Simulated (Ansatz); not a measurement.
**BeGeSb2: how the settings move a single-point run**

Question: which choices in the input matter for BeGeSb2? The cell is built on a prototype (ordering on zincblende) and needn't be the phase found in nature.

Program: Ansatz 0.2.0. Level of theory: reference: DFT, r2SCAN, plane waves, PAW. These are calculated values, not measurements.

2 further runs of the same task are left out: 2 that didn't finish.

## (1) The starting structure

Symmetry: P-4m2, No. 115, tetragonal system. Conventional cell: a = 4.175 Å, b = 4.175 Å, c = 5.835 Å, α = 90.00°, β = 90.00°, γ = 90.00°. Around Be (site symmetry -4m2) lie 4 Sb at 2.45 Å. Sb (site symmetry 2mm) is surrounded by 2 Be at 2.45 Å and 2 Ge at 2.65 Å. Around Ge (site symmetry -4m2) lie 4 Sb at 2.65 Å.

Coordinates:

```
CELL_PARAMETERS angstrom
4.17452 0.00000 0.00000
0.00000 4.17452 0.00000
0.00000 0.00000 5.83469
ATOMIC_POSITIONS crystal
Be 0.00000 0.00000 0.00000
Sb 0.00000 0.50000 0.21944
Ge 0.50000 0.50000 0.50000
Sb 0.50000 0.00000 0.78056
```

## (2) Reference

Contents of input.yaml:

```yaml
crystal:
  lattice:
    - [4.1745184527, 0.0, 0.0]
    - [0.0, 4.1745184527, 0.0]
    - [0.0, 0.0, 5.8346868276]
  atoms:
    - { symbol: Be, position: [0.0, 0.0, 0.0] }
    - { symbol: Sb, position: [0.0, 0.5, 0.2194401828] }
    - { symbol: Ge, position: [0.5, 0.5, 0.5] }
    - { symbol: Sb, position: [0.5, 0.0, 0.7805598172] }
kpoints:
  mp_grid: { grid: [4, 4, 4] }
hamiltonian:
  xc: r2scan
scf:
  occupations: { method: fermi_dirac, width: 0.02 }
  n_extra_bands: 5
output:
  forces: true
  stress: true
  eigenvalues: true
  write_density: true
  write_potential: true
  elf: true
  volumetric_format: npy
```

Started as:

```bash
$ ansatz run input.yaml --threads 4 --pin off --max-ram 3686MiB --backend cpu --events-out ev --progress --plain --runs-dir out
```

## (3) Changed: preconditioner none

input.yaml, as its differences from that of step 2:

```diff
@@ -17,2 +17,3 @@
   n_extra_bands: 5
+  mixing: { preconditioner: none }
 output:
@@ -21,5 +22 @@
   eigenvalues: true
-  write_density: true
-  write_potential: true
-  elf: true
-  volumetric_format: npy
```

## (4) Changing settings: dispersion rvv10

input.yaml, as its differences from that of step 2:

```diff
@@ -14,2 +14,3 @@
   xc: r2scan
+  dispersion: rvv10
 scf:
@@ -21,5 +22 @@
   eigenvalues: true
-  write_density: true
-  write_potential: true
-  elf: true
-  volumetric_format: npy
```

## (5) Changed: occupations.method cold, occupations.width 0.05

input.yaml, as its differences from that of step 2:

```diff
@@ -15,3 +15,3 @@
 scf:
-  occupations: { method: fermi_dirac, width: 0.02 }
+  occupations: { method: cold, width: 0.05 }
   n_extra_bands: 5
@@ -21,5 +21 @@
   eigenvalues: true
-  write_density: true
-  write_potential: true
-  elf: true
-  volumetric_format: npy
```

## (6) Variant: occupations.method methfessel_paxton, occupations.width 0.001

input.yaml, as its differences from that of step 2:

```diff
@@ -15,3 +15,3 @@
 scf:
-  occupations: { method: fermi_dirac, width: 0.02 }
+  occupations: { method: methfessel_paxton, width: 0.001 }
   n_extra_bands: 5
@@ -21,5 +21 @@
   eigenvalues: true
-  write_density: true
-  write_potential: true
-  elf: true
-  volumetric_format: npy
```

Before running it: what results should come out? Wanted: for each run, ending; energy change; pressure; gap; force.

The runs gave:

| run | ending | energy change | pressure (GPa) | gap (eV) | force (eV/Å) | cycles | time |
| --- | --- | --- | --- | --- | --- | --- | --- |
| reference | converged | 0 | 0.0 | 0.00 | 0.04 | 7 | 4.4 s |
| 1: preconditioner none | converged | 0.0 meV/atom | 0.0 | 0.00 | 0.04 | 7 | 3.5 s |
| 2: dispersion rvv10 | converged | +1.32 eV/atom (offset of the dispersion model) | -0.6 | 0.00 | 0.04 | 7 | 5.5 s |
| 3: occupations.method cold, occupations.width 0.05 | converged | 0.0 meV/atom (σ→0) | 0.0 | 0.00 | 0.04 | 7 | 3.5 s |
| 4: occupations.method methfessel_paxton, occupations.width 0.001 | converged | +0.1 meV/atom (σ→0) | 0.0 | 0.00 | 0.04 | 15 | 5.6 s |

Times don't compare one to one where runs were asked for different outputs or read a saved state (see the inputs); cycles may leave out searches for a lower state.

Residual by cycle in the longest SCF loop of each run; runs are numbered as in the table. The quantity is the density residual dr2, in eV.

| cycle | reference | run 1 | run 2 | run 3 | run 4 |
| --- | --- | --- | --- | --- | --- |
| 1 | 0.0147 | 0.0147 | 0.0154 | 0.0148 | 0.0147 |
| 2 | 0.00639 | 0.00227 | 0.00549 | 0.00655 | 0.00614 |
| 4 | 3.9e-5 | 4.9e-4 | 2.9e-5 | 3.9e-5 | 2.3e-4 |
| 5 | 1.4e-6 | 4.1e-6 | 1.2e-6 | 1.4e-6 | 1.5e-4 |
| 6 | 3.2e-7 | 5.7e-7 | 2.8e-7 | 2.7e-7 | 1.2e-4 |
| 7 | 8.6e-9 | 5.4e-8 | 5.2e-9 | 8.6e-9 | 8.3e-5 |
| 9 | - | - | - | - | 2.1e-5 |
| 10 | - | - | - | - | 4.5e-6 |
| 11 | - | - | - | - | 1.4e-6 |
| 12 | - | - | - | - | 5.6e-7 |
| 14 | - | - | - | - | 1.9e-7 |
| 15 | - | - | - | - | 9.3e-9 |

The pressure spans -0.6 to 0.0 GPa over the reference and the converged variants.
